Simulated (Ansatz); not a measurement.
# CH4AlNS: basis-set convergence

Aim: see how fast density functionals converge with the basis set for CH4AlNS.

Computed with Ansatz 0.2.0, Gaussian basis. Level: one geometry, several basis sets.

Plan: PBE0-D4/def2-SVP; ωB97M-V/def2-SVP; PBE0-D4/def2-QZVPP; ωB97M-V/def2-QZVPP; the functionals' def2-TZVPP values are taken from earlier runs.

## (1) The relaxed structure

All runs share one geometry, relaxed beforehand with PBE0-D4 in a triple-zeta def2 set.

SMILES `[NH2][AlH][CH]=S`, 8 atoms, charge 0, spin multiplicity 1.

Atoms are counted from 1 here; the program's logs count them from 0.

Bond lengths: N1–Al2 1.757 Å, N1–H5 1.006 Å, N1–H6 1.008 Å, Al2–C3 1.975 Å, Al2–H7 1.582 Å, C3–S4 1.619 Å, C3–H8 1.095 Å. Angles: Al2–N1–H5 126.2°, Al2–N1–H6 122.6°, H5–N1–H6 111.2°, N1–Al2–C3 115.2°, N1–Al2–H7 121.1°, C3–Al2–H7 123.7°, Al2–C3–S4 119.1°, Al2–C3–H8 124.1°, S4–C3–H8 116.8°.

## (2) PBE0-D4 in def2-SVP

Input file in.yaml:

```yaml
crystal:
  periodic: [false, false, false]
  atoms:
    - {symbol: N, position_ang: [-0.778950, 1.194001, 0.579553]}
    - {symbol: Al, position_ang: [0.662336, 0.211305, 0.367762]}
    - {symbol: C, position_ang: [0.446630, -1.354383, -0.816846]}
    - {symbol: S, position_ang: [-0.994612, -1.631117, -1.501361]}
    - {symbol: H, position_ang: [-0.855179, 2.023969, 1.143247]}
    - {symbol: H, position_ang: [-1.654904, 0.977137, 0.129888]}
    - {symbol: H, position_ang: [2.018763, 0.585305, 1.090792]}
    - {symbol: H, position_ang: [1.248216, -2.063317, -1.048835]}
basis:
  gaussian: {orbitals: def2-SVP}
hamiltonian: {xc: pbe0, dispersion: d4}
output: {orbitals: {seedname: orbitals}}
```

Launch:

```
> ansatz run in.yaml --threads 2 --pin off --events-out ev --progress --plain --max-ram 4352MiB
```

Further steps of the session: ωB97M-V in def2-SVP; PBE0-D4 in def2-QZVPP; ωB97M-V in def2-QZVPP.

**Question.** What will the summary of the whole plan be? Wanted: PBE0-D4: double and triple zeta above quadruple; ωB97M-V: double and triple zeta above quadruple.

As calculated:

| quantity | value |
| --- | --- |
| PBE0-D4: double and triple zeta above quadruple | 9.84, 0.70 eV |
| ωB97M-V: double and triple zeta above quadruple | 9.90, 0.67 eV |

What this shows: For PBE0-D4 the step from double to triple zeta gains 9.14 eV and the next only 0.70 eV. These are total energies; as a rule much of such shifts cancels in differences, which this series doesn't test.
